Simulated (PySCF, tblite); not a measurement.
**C₆H₁₁PSi: geometry, infrared bands and NMR shifts**

Wanted: the infrared bands and NMR shifts of C₆H₁₁PSi (`C=CC1=C(C)P1C[SiH3]`), by calculation.

The runs use tblite 0.8.0 and PySCF 2.14.0, with density-fitted response routines of our own; the level of theory stands in each step. All values are computed, except where a source is named. Atoms are numbered from 0 throughout.

**1. The starting structure**

19 atoms, charge 0, multiplicity 1; geometry from: force field or distance geometry start.

Bonds of the start (Å): C0–C1 1.35, C1–C2 1.47, C2–C3 1.34, C3–C4 1.50, C3–P5 1.84, P5–C6 1.82, C6–Si7 1.85, P5–C2 1.83, C0–H8 1.08, C0–H9 1.09, C1–H10 1.09, C4–H11 1.12, C4–H12 1.12, C4–H13 1.09, C6–H14 1.11, C6–H15 1.12, Si7–H16 1.49, Si7–H17 1.47, Si7–H18 1.46.

**2. Optimising the geometry with GFN2-xTB**

The job: settings as JSON, then the geometry in Å.

```
{"job": {"kind": "relax", "xc": "GFN2-xTB", "basis": "xTB"}, "charge": 0, "multiplicity": 1}
C     -2.031200    -2.087200     1.476300
C     -2.296800    -0.952800     0.792000
C     -1.227500     0.035700     0.561300
C     -0.879300     1.214000     0.021200
C     -1.272400     2.444100    -0.737500
P      0.537800     0.398300     0.854300
C      1.660200    -0.769000     0.032000
Si     3.118400    -0.056700    -0.846000
H     -1.038600    -2.281000     1.857800
H     -2.875700    -2.760800     1.614500
H     -3.296200    -0.746600     0.408900
H     -0.905700     2.359300    -1.790300
H     -0.774300     3.354500    -0.321900
H     -2.352500     2.568800    -0.782000
H      2.037700    -1.508200     0.775700
H      1.089400    -1.366100    -0.725000
H      4.195100    -1.076700    -0.703400
H      2.824600     0.037600    -2.286200
H      3.477300     1.202000    -0.208900
```

Started as:

```bash
$ OMP_NUM_THREADS=1 python probes_run.py task.json out
```

This one command runs all jobs of the session in turn.

Standard output:

```text
step      E/eV     max force
  0    -614.09718    2.744
  1    -614.35379    1.573
  2    -614.46726    0.991
  3    -614.52385    0.713
  4    -614.56027    0.497
  5    -614.59289    0.514
  6    -614.61765    0.541
  7    -614.63658    0.392
  8    -614.65130    0.338
  9    -614.66420    0.394
 10    -614.67839    0.313
 11    -614.68792    0.221
 12    -614.69439    0.171
 13    -614.70002    0.222
 14    -614.70502    0.246
 15    -614.70984    0.221
 16    -614.71441    0.175
 17    -614.71917    0.212
 18    -614.72443    0.210
 19    -614.72949    0.229
 20    -614.73400    0.158
 21    -614.73861    0.233
 22    -614.74336    0.225
 23    -614.74786    0.203
 24    -614.75176    0.162
 25    -614.75505    0.149
 26    -614.75826    0.160
 27    -614.76189    0.165
 28    -614.76567    0.172
 29    -614.76897    0.138
 30    -614.77161    0.128
 31    -614.77398    0.124
 32    -614.77620    0.094
 33    -614.77801    0.096
 34    -614.77948    0.095
 35    -614.78097    0.108
 36    -614.78265    0.113
 37    -614.78424    0.083
 38    -614.78538    0.058
 39    -614.78615    0.052
 40    -614.78690    0.057
 41    -614.78780    0.068
 42    -614.78873    0.061
 43    -614.78960    0.058
 44    -614.79052    0.071
 45    -614.79170    0.090
 46    -614.79308    0.095
 47    -614.79429    0.081
 48    -614.79520    0.071
 49    -614.79610    0.078
 50    -614.79742    0.111
 51    -614.79933    0.112
 52    -614.80149    0.127
 53    -614.80338    0.110
 54    -614.80512    0.126
 55    -614.80700    0.120
 56    -614.80870    0.083
 57    -614.80992    0.080
 58    -614.81085    0.089
 59    -614.81183    0.116
 60    -614.81293    0.109
 61    -614.81389    0.056
 62    -614.81443    0.044
 63    -614.81484    0.050
 64    -614.81539    0.065
 65    -614.81604    0.060
 66    -614.81667    0.049
 67    -614.81724    0.057
 68    -614.81786    0.058
 69    -614.81866    0.058
 70    -614.81950    0.047
 71    -614.82008    0.040
 72    -614.82042    0.042
 73    -614.82070    0.039
 74    -614.82106    0.043
 75    -614.82162    0.045
 76    -614.82245    0.057
 77    -614.82334    0.062
 78    -614.82414    0.059
 79    -614.82484    0.049
 80    -614.82544    0.052
 81    -614.82604    0.059
 82    -614.82676    0.067
 83    -614.82748    0.074
 84    -614.82814    0.072
 85    -614.82862    0.051
 86    -614.82909    0.043
 87    -614.82958    0.045
 88    -614.83001    0.041
 89    -614.83036    0.048
 90    -614.83073    0.048
 91    -614.83129    0.056
 92    -614.83206    0.069
 93    -614.83290    0.055
 94    -614.83356    0.052
 95    -614.83410    0.047
 96    -614.83474    0.063
 97    -614.83560    0.082
 98    -614.83650    0.077
 99    -614.83713    0.084
100    -614.83777    0.069
101    -614.83832    0.064
102    -614.83891    0.072
103    -614.83927    0.037
104    -614.83946    0.027
105    -614.83956    0.021
106    -614.83967    0.025
107    -614.83978    0.025
108    -614.83988    0.035
109    -614.83997    0.031
110    -614.84008    0.023
111    -614.84019    0.023
112    -614.84031    0.027
113    -614.84043    0.030
114    -614.84054    0.028
115    -614.84064    0.024
116    -614.84074    0.023
117    -614.84090    0.030
118    -614.84110    0.033
119    -614.84130    0.028
120    -614.84146    0.025
121    -614.84162    0.028
122    -614.84182    0.050
123    -614.84212    0.059
124    -614.84250    0.047
125    -614.84274    0.036
126    -614.84288    0.033
127    -614.84303    0.032
128    -614.84319    0.034
129    -614.84330    0.023
130    -614.84335    0.013
131    -614.84337    0.009
```

Wall time 1.9 s (1 thread of Arm Neoverse N1, shared host); peak memory 0.18 GiB.

The steps of the relaxation: (not every step is listed)

```
step  energy from step 0 (eV)  largest force (eV/Å)
   0                   0.0000                2.7442
   1                  -0.2566                1.5733
   2                  -0.3701                0.9907
   3                  -0.4267                0.7134
   4                  -0.4631                0.4974
   5                  -0.4957                0.5139
   6                  -0.5205                0.5414
   7                  -0.5394                0.3920
   8                  -0.5541                0.3375
  19                  -0.6323                0.2290
  30                  -0.6744                0.1275
  41                  -0.6906                0.0676
  52                  -0.7043                0.1265
  63                  -0.7177                0.0497
  74                  -0.7239                0.0427
  85                  -0.7314                0.0508
  96                  -0.7376                0.0630
 107                  -0.7426                0.0253
 118                  -0.7439                0.0334
 126                  -0.7457                0.0331
 127                  -0.7459                0.0324
 128                  -0.7460                0.0340
 129                  -0.7461                0.0232
 130                  -0.7462                0.0129
 131                  -0.7462                0.0093
```

Close pairs (by a distance rule), those that changed most:

```
   bond  before (Å)  after (Å)  change (Å)
  P5–C6       1.816      1.878      +0.062
 C6–Si7       1.845      1.902      +0.057
  C1–C2       1.474      1.423      -0.051
 C6–H15       1.120      1.092      -0.029
  C3–C4       1.498      1.469      -0.029
 C4–H12       1.118      1.090      -0.028
 C4–H11       1.118      1.090      -0.028
Si7–H16       1.490      1.465      -0.025
```

The final coordinates are the input of the step that follows.

**3. Vibrational analysis with GFN2-xTB**

The job: settings as JSON, then the geometry in Å.

```
{"job": {"kind": "ir", "xc": "GFN2-xTB", "basis": "xTB"}, "charge": 0, "multiplicity": 1}
C     -2.225440    -2.021481     1.538568
C     -2.256356    -0.925530     0.785701
C     -1.148411    -0.040266     0.664653
C     -0.642718     1.036179     0.089128
C     -0.875698     2.137565    -0.854478
P      0.562489     0.297692     1.261668
C      1.584743    -0.788180     0.119801
Si     2.834614     0.197045    -0.921484
H     -1.340242    -2.277033     2.098511
H     -3.066923    -2.687225     1.619376
H     -3.140621    -0.656875     0.217788
H     -0.190474     2.057277    -1.698853
H     -0.687116     3.093139    -0.365384
H     -1.901648     2.117210    -1.222302
H      2.121437    -1.488442     0.764058
H      0.913305    -1.371068    -0.513283
H      3.786893    -0.740075    -1.523491
H      2.125076     0.907401    -1.991840
H      3.537286     1.161917    -0.075599
```

Standard output:

```text
mode    cm-1     km/mol
  1      25.2      0.17
  2      61.6      0.25
  3      69.6      0.72
  4      88.0      0.19
  5     105.2      0.53
  6     117.7      0.05
  7     168.0      0.59
  8     174.8      0.42
  9     247.0      0.69
 10     310.2      4.75
 11     374.6      0.66
 12     459.3      1.42
 13     498.5     26.39
 14     510.9     18.71
 15     614.0      3.30
 16     637.0      5.98
 17     658.9      2.52
 18     680.1     89.82
 19     732.0     39.41
 20     770.7    162.60
 21     779.3    192.21
 22     783.8    213.93
 23     798.4    327.38
 24     851.5      1.53
 25     873.7      8.15
 26     989.4     20.77
 27    1001.7      4.21
 28    1020.0      5.51
 29    1027.8     10.39
 30    1066.4     28.71
 31    1122.5     18.94
 32    1204.7     17.50
 33    1270.8      4.38
 34    1381.9      2.34
 35    1392.0      3.43
 36    1425.5      4.53
 37    1453.2      4.45
 38    1462.6     10.99
 39    1644.6     13.72
 40    1812.2     45.71
 41    2226.0    292.60
 42    2247.0    338.94
 43    2269.0    251.73
 44    2950.3     29.05
 45    2955.0     10.26
 46    2991.5     13.71
 47    2999.5     28.94
 48    3007.1     15.45
 49    3019.0     55.40
 50    3096.9     12.01
 51    3133.7     44.18
```

Run time: 1.4 s. Hardware: 1 thread of Arm Neoverse N1, shared host; peak memory 0.18 GiB.

Which atoms move in the most intense modes:

```
cm⁻¹  km/mol                         atoms
 680    89.8              C6 40 %, P5 22 %
 771   162.6             C6 47 %, Si7 14 %
 779   192.2            H16 51 %, H18 28 %
 784   213.9  H17 42 %, H18 38 %, Si7 11 %
 798   327.4  H16 40 %, H17 40 %, H18 10 %
2226   292.6                      H17 96 %
2247   338.9                      H16 96 %
2269   251.7                      H18 97 %
```

**4. Nuclear shieldings: PBE0/pcSseg-1**

Same as in step 3 but for these lines:

```diff
@@ -1,2 +1,2 @@
-{"job": {"kind": "ir", "xc": "GFN2-xTB", "basis": "xTB"}, "charge": 0, "multiplicity": 1}
+{"job": {"kind": "nmr", "xc": "PBE0", "basis": "pcSseg-1"}, "charge": 0, "multiplicity": 1}
 C     -2.225440    -2.021481     1.538568
```

Level: GIAO PBE0/pcSseg-1 NMR shielding, non-relativistic, gas phase.

Standard output:

```text
coarse grid: 16584 points
cycle   1  E = -865.3309454531  dE =  8.768e-01  |g| = 4.170e-01  |ddm| = 4.186e+00
cycle   2  E = -865.3230774680  dE =  7.868e-03  |g| = 4.473e-01  |ddm| = 8.674e-01
cycle   3  E = -865.3759416663  dE = -5.286e-02  |g| = 6.750e-02  |ddm| = 5.365e-01
cycle   4  E = -865.3768865317  dE = -9.449e-04  |g| = 3.718e-02  |ddm| = 1.254e-01
cycle   5  E = -865.3771864939  dE = -3.000e-04  |g| = 1.336e-02  |ddm| = 4.562e-02
cycle   6  E = -865.3772313886  dE = -4.489e-05  |g| = 3.047e-03  |ddm| = 1.744e-02
cycle   7  E = -865.3772333385  dE = -1.950e-06  |g| = 1.174e-03  |ddm| = 4.261e-03
final grid: 150192 points
cycle   8  E = -865.4254819458  dE = -2.777e-05  |g| = 8.373e-03  |ddm| = 3.627e-02
cycle   9  E = -865.4254723838  dE =  9.562e-06  |g| = 1.021e-02  |ddm| = 1.883e-02
cycle  10  E = -865.4255006741  dE = -2.829e-05  |g| = 9.113e-04  |ddm| = 1.188e-02
cycle  11  E = -865.4255008639  dE = -1.898e-07  |g| = 3.577e-04  |ddm| = 1.520e-03
cycle  12  E = -865.4255008927  dE = -2.876e-08  |g| = 1.145e-04  |ddm| = 4.487e-04
cycle  13  E = -865.4255008959  dE = -3.187e-09  |g| = 2.866e-05  |ddm| = 1.395e-04
cycle  14  E = -865.4255008960  dE = -1.612e-10  |g| = 1.322e-05  |ddm| = 4.975e-05
converged SCF energy = -865.4255008960

GIAO shielding tensors (ppm)
atom      isotropic    diamagn.    paramagn.     s11        s22        s33       span
  0 C       54.348     255.421    -201.073    -53.122     53.944    162.220    215.342
  1 C       57.522     255.382    -197.860    -62.536     66.108    168.994    231.530
  2 C       53.765     264.491    -210.726    -70.059     74.425    156.929    226.988
  3 C       45.771     266.213    -220.443    -69.574     40.587    166.300    235.873
  4 C      168.753     249.281     -80.528    150.309    170.709    185.240     34.931
  5 P      524.780     967.478    -442.698    275.519    295.678   1003.143    727.625
  6 C      170.666     259.473     -88.807    136.605    171.940    203.455     66.850
  7 Si     425.154     880.109    -454.955    396.466    413.003    465.991     69.525
  8 H       25.735      33.012      -7.277     22.776     24.269     30.158      7.382
  9 H       25.658      28.066      -2.408     23.590     24.879     28.504      4.915
 10 H       24.415      31.040      -6.624     21.496     23.551     28.199      6.703
 11 H       29.045      31.121      -2.076     24.097     28.451     34.586     10.489
 12 H       29.231      28.512       0.719     25.049     27.148     35.495     10.446
 13 H       28.785      29.335      -0.550     23.365     27.838     35.153     11.787
 14 H       31.169      32.669      -1.500     26.030     29.447     38.031     12.001
 15 H       31.635      35.166      -3.530     26.527     31.740     36.638     10.111
 16 H       27.682      28.599      -0.918     23.800     25.078     34.167     10.366
 17 H       28.032      30.157      -2.125     23.908     27.871     32.318      8.410
 18 H       27.806      29.236      -1.430     24.939     26.245     32.235      7.296
```

Run time: 60 s. Hardware: 1 thread of Arm Neoverse N1, shared host; peak memory 0.93 GiB.

Shifts follow as δ = σ(reference) − σ, with reference shieldings (ppm) from runs at the same level and on the same kind of geometry: ¹H TMS 31.72, ¹³C TMS 186.9, ²⁹Si TMS 349.2, ³¹P H3PO4 318.4. The references are single molecules in the gas phase, so shifts against H2O, NH3, PH3, H3PO4 or CFCl3 are not on the usual liquid scales and can be off by tens of ppm. Atoms listed in one row are averaged.

```
        atoms                                     environment  σ (ppm)  δ (ppm)  δ scaled to CDCl3
           C3                 fully substituted alkene carbon     45.8    141.2              135.9
           C2                 fully substituted alkene carbon     53.8    133.2              128.0
           C0                            terminal =CH2 carbon     54.3    132.6              127.5
           C1                                       alkene CH     57.5    129.4              124.4
           C4                           allylic methyl carbon    168.8     18.2               15.8
           C6                      sp3 CH2 bonded to P and Si    170.7     16.3               14.0
          H10                        hydrogen on an alkene CH    24.42     7.30               6.99
           H9              hydrogen on a terminal =CH2 carbon    25.66     6.06               5.82
           H8              hydrogen on a terminal =CH2 carbon    25.73     5.98               5.75
H16, H17, H18               hydrogen on a silicon bonded to C    27.84     3.88                  –
H11, H12, H13            hydrogen on an allylic methyl carbon    29.02     2.70               2.65
     H14, H15       hydrogen on an sp3 CH2 bonded to P and Si    31.40     0.31               0.40
           P5  phosphorus bonded to 3 C, in a 3-membered ring    524.8   -206.4                  –
          Si7                        silicon bonded to C, 3 H    425.2    -76.0                  –
```

The scaled column applies a straight-line fit of computed shieldings to shifts measured in CDCl3 (root-mean-square error 0.16 ppm for H, 1.9 ppm for C).

Charges from the same density, by scheme (e):

```
atoms  Mulliken    IAO  Hirshfeld  ESP fit
   C0     -0.13  -0.29      -0.08    -0.43
   C1     -0.19  -0.15      -0.05    -0.13
   C2     -0.19  -0.16      -0.05     0.07
   C3     -0.34  -0.14      -0.03     0.17
   C4     -0.16  -0.43      -0.11    -0.57
   P5      0.38   0.40       0.09    -0.30
   C6     -0.74  -0.74      -0.22     0.02
  Si7      0.52   0.60       0.30     0.29
```

Mayer bond orders: C0–C1 1.90, C1–C2 1.10, C2–C3 1.57, C3–C4 1.12, C3–P5 0.89, P5–C6 0.91, C6–Si7 0.90, P5–C2 0.87.

Ring of atoms C2, C3, P5: NICS(0) -27.0, NICS(1) -8.5, NICS(1)zz -17.3 ppm (means of both faces; NICS(1) differs between them: -10.4 and -6.5).

The two faces differ (NICS(1)zz -13.9 and -20.7 ppm).

In rings of three or four atoms NICS is ruled by the nearby σ bonds, so it says little on aromaticity.

**5. What came out**

| quantity | value |
| --- | --- |
| strongest single infrared mode (GFN2-xTB) | 2247 cm⁻¹, 339 km/mol |
| zero-point energy (GFN2-xTB) | 88.0 kcal/mol |
| ¹³C shifts against TMS (PBE0/pcSseg-1) | 141.2, 133.2, 132.6, 129.4, 18.2, 16.3 ppm |
| ¹H shifts against TMS (PBE0/pcSseg-1, means over atoms taken as alike) | 7.30, 6.06, 5.98, 3.88, 2.70, 0.31 ppm |
| ³¹P shifts against H3PO4 (PBE0/pcSseg-1) | -206.4 ppm |
| ²⁹Si shifts against TMS (PBE0/pcSseg-1) | -76.0 ppm |

What this shows: Relaxing lowered the energy by 0.746 eV in 131 steps; the close pair that moved most is P5–C6, from 1.816 to 1.878 Å. All 51 modes are real, so the xTB geometry is a minimum. The strongest single mode, at 2247 cm⁻¹, moves mainly H16. GFN2-xTB is a fitted tight-binding method: band positions and strengths are rough. Its intensities can rank the bands wrongly. H10 (hydrogen on an alkene CH) lies farthest downfield among hydrogen, at 7.30 ppm; attached to an sp2 carbon and in the plane of the double bond. At PBE0/pcSseg-1: The widest tensor belongs to P5: span 728 ppm, with a paramagnetic part of -443 ppm.
